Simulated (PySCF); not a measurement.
# CH5B2F: NMR shifts at several levels of theory, part 2 of 2

PySCF 2.14.0. Atoms count from 0.

## 10. Nuclear shieldings: PBE0/STO-3G

The job: settings as JSON, then the geometry in Å.

```
{"job": {"kind": "nmr", "xc": "PBE0", "basis": "STO-3G", "pop": true}, "charge": 0, "multiplicity": 1}
B     -1.261823     0.134794    -0.290562
C      0.038843    -0.643556     0.046637
B      1.190175     0.398389     0.214126
F      2.151584     0.469247    -0.694412
H     -1.774445     0.058839    -1.383305
H     -1.765143     0.863052     0.534858
H     -0.086493    -1.042265     1.072606
H      0.305495    -1.429005    -0.673671
H      1.260339     1.173696     1.141764
```

With the program's defaults for keys left out, this is: GIAO PBE0/STO-3G NMR shielding, non-relativistic, gas phase.

Log:

```text
coarse grid: 7448 points
cycle   1  E = -187.9100763107  dE =  1.081e-01  |g| = 3.901e-01  |ddm| = 3.427e+00
cycle   2  E = -187.8536581075  dE =  5.642e-02  |g| = 6.332e-01  |ddm| = 1.238e+00
cycle   3  E = -187.9688353079  dE = -1.152e-01  |g| = 6.080e-02  |ddm| = 7.037e-01
cycle   4  E = -187.9698511543  dE = -1.016e-03  |g| = 1.668e-02  |ddm| = 9.408e-02
cycle   5  E = -187.9699374548  dE = -8.630e-05  |g| = 9.222e-04  |ddm| = 2.207e-02
cycle   6  E = -187.9699378453  dE = -3.905e-07  |g| = 2.741e-04  |ddm| = 2.097e-03
final grid: 72088 points
cycle   7  E = -187.9536510528  dE = -4.403e-06  |g| = 2.656e-03  |ddm| = 1.024e-02
cycle   8  E = -187.9536512117  dE = -1.590e-07  |g| = 2.624e-03  |ddm| = 6.710e-03
cycle   9  E = -187.9536532991  dE = -2.087e-06  |g| = 3.290e-04  |ddm| = 3.453e-03
cycle  10  E = -187.9536533368  dE = -3.778e-08  |g| = 5.488e-05  |ddm| = 4.887e-04
cycle  11  E = -187.9536533378  dE = -9.689e-10  |g| = 6.432e-06  |ddm| = 7.450e-05
converged SCF energy = -187.9536533378

GIAO shielding tensors (ppm)
atom      isotropic    diamagn.    paramagn.     s11        s22        s33       span
  0 B       41.092     196.391    -155.299    -33.988      2.054    155.212    189.200
  1 C      201.335     246.586     -45.251    154.091    205.957    243.957     89.866
  2 B       80.894     200.252    -119.358     44.794     72.724    125.164     80.370
  3 F      188.567     452.025    -263.458    -64.381     14.408    615.672    680.053
  4 H       25.463      30.740      -5.277     19.281     28.155     28.953      9.671
  5 H       25.265      31.286      -6.022     18.741     28.147     28.906     10.164
  6 H       29.912      30.271      -0.359     26.391     28.016     35.328      8.937
  7 H       29.642      30.751      -1.109     27.136     27.648     34.141      7.005
  8 H       26.965      31.157      -4.192     24.897     26.982     29.018      4.122
```

Wall time 1.5 s (1 thread of Arm Neoverse V1, shared host); peak memory 0.31 GiB.

In short: δ C1 33.4, B0 87.7, B2 47.9, F3 115.8, H4 7.24, H8 5.64 ppm (means over like atoms).

## 11. Shielding tensors: PBE0/6-31G

Settings changed since step 10:

```diff
@@ -1,2 +1,2 @@
-{"job": {"kind": "nmr", "xc": "PBE0", "basis": "STO-3G", "pop": true}, "charge": 0, "multiplicity": 1}
+{"job": {"kind": "nmr", "xc": "PBE0", "basis": "6-31G", "pop": true}, "charge": 0, "multiplicity": 1}
 B     -1.261823     0.134794    -0.290562
```

Method: GIAO PBE0/6-31G NMR shielding, non-relativistic, gas phase.

Log:

```text
coarse grid: 7448 points
cycle   1  E = -190.3793348862  dE =  1.760e-01  |g| = 5.154e-01  |ddm| = 2.480e+00
cycle   2  E = -190.3359959636  dE =  4.334e-02  |g| = 7.445e-01  |ddm| = 1.014e+00
cycle   3  E = -190.4323879040  dE = -9.639e-02  |g| = 7.508e-02  |ddm| = 6.252e-01
cycle   4  E = -190.4335669605  dE = -1.179e-03  |g| = 2.114e-02  |ddm| = 8.051e-02
cycle   5  E = -190.4336758817  dE = -1.089e-04  |g| = 2.138e-03  |ddm| = 2.298e-02
cycle   6  E = -190.4336774985  dE = -1.617e-06  |g| = 6.399e-04  |ddm| = 3.892e-03
final grid: 72088 points
cycle   7  E = -190.4182815499  dE = -9.255e-06  |g| = 4.737e-03  |ddm| = 1.267e-02
cycle   8  E = -190.4182802611  dE =  1.289e-06  |g| = 5.371e-03  |ddm| = 1.036e-02
cycle   9  E = -190.4182878843  dE = -7.623e-06  |g| = 5.270e-04  |ddm| = 5.145e-03
cycle  10  E = -190.4182879324  dE = -4.808e-08  |g| = 1.265e-04  |ddm| = 5.066e-04
cycle  11  E = -190.4182879352  dE = -2.876e-09  |g| = 2.435e-05  |ddm| = 1.199e-04
cycle  12  E = -190.4182879354  dE = -1.753e-10  |g| = 2.148e-06  |ddm| = 2.937e-05
converged SCF energy = -190.4182879354

GIAO shielding tensors (ppm)
atom      isotropic    diamagn.    paramagn.     s11        s22        s33       span
  0 B       35.531     193.920    -158.389    -32.721     -5.575    144.889    177.609
  1 C      151.085     254.487    -103.402     84.072    160.085    209.096    125.024
  2 B       63.963     192.782    -128.819      6.818     81.641    103.431     96.613
  3 F      158.598     467.743    -309.146    -41.615     37.110    480.298    521.913
  4 H       23.938      29.405      -5.467     17.448     26.301     28.066     10.617
  5 H       23.786      29.630      -5.844     16.648     26.338     28.371     11.723
  6 H       29.555      30.160      -0.606     27.041     28.643     32.980      5.938
  7 H       29.208      30.884      -1.676     27.137     27.966     32.520      5.383
  8 H       26.062      29.004      -2.941     24.240     25.399     28.547      4.307
```

Run time: 2.9 s. Hardware: 1 thread of Arm Neoverse V1, shared host; peak memory 0.33 GiB.

This run: δ C1 48.5, B0 77.6, B2 49.2, F3 18.8, H4 8.75, H8 6.55 ppm (means over like atoms).

## 12. Comparing the runs: NMR shifts

Shifts (ppm), means over like atoms, with basis size and wall time:

```
               run    C1    H4    H8    H6    B0    B2     F3  functions   time
     PBE0/pcSseg-2  51.1  7.74  5.64  3.05  88.4  54.1    4.0        214   13 s
 mPW1PW91/pcSseg-2  50.3  7.67  5.60  3.00  87.6  53.9    2.8        214   14 s
     WP04/pcSseg-2  40.7  6.64  4.98  2.47  83.2  53.9  -25.5        214   14 s
    B97-2/pcSseg-2  47.4  7.50  5.53  2.90  83.5  51.8   -5.1        214   14 s
BHandHLYP/pcSseg-2  45.9  7.42  5.39  2.66  87.3  55.0    2.2        214   14 s
CAM-B3LYP/pcSseg-2  50.6  7.71  5.60  2.91  92.1  56.3   11.5        214   19 s
  wB97X-D/pcSseg-2  47.2  7.52  5.53  2.81  84.2  52.6    2.2        214   19 s
  LC-wPBE/pcSseg-2  48.8  7.80  5.62  2.94  92.7  56.1   23.2        214   24 s
       PBE0/STO-3G  33.4  7.24  5.64  2.83  87.7  47.9  115.8         25  1.5 s
        PBE0/6-31G  48.5  8.75  6.55  3.23  77.6  49.2   18.8         46  2.9 s
```

## 13. What came out

This closing draws on all 2 parts.

```
                                                              quantity                                             value
                                ¹³C shifts against TMS (PBE0/pcSseg-2)                                          51.1 ppm
¹H shifts against TMS (PBE0/pcSseg-2, means over atoms taken as alike)                              7.74, 5.64, 3.05 ppm
                           ¹¹B shifts against BF3·OEt2 (PBE0/pcSseg-2)                                    88.4, 54.1 ppm
                              ¹⁹F shifts against CFCl3 (PBE0/pcSseg-2)                                           4.0 ppm
                                              range of the shift of F3                                -25.5 to 115.8 ppm
                                         property runs in this session  10, of which 0 failed and 1 gave unsound results
```

What this shows: Single values in the summary come from the first run of each kind that ended normally (PBE0/pcSseg-2), which need not be the best level. At PBE0/pcSseg-2: The widest tensor belongs to F3: span 472 ppm, with a paramagnetic part of -295 ppm. Across the 10 runs the shift of F3 moves most, between -25.5 (WP04/pcSseg-2) and 115.8 ppm (PBE0/STO-3G). A minimal basis is unusable for shieldings, so that end is no result. Most of that comes from the computed reference, not from the atom's own shielding.
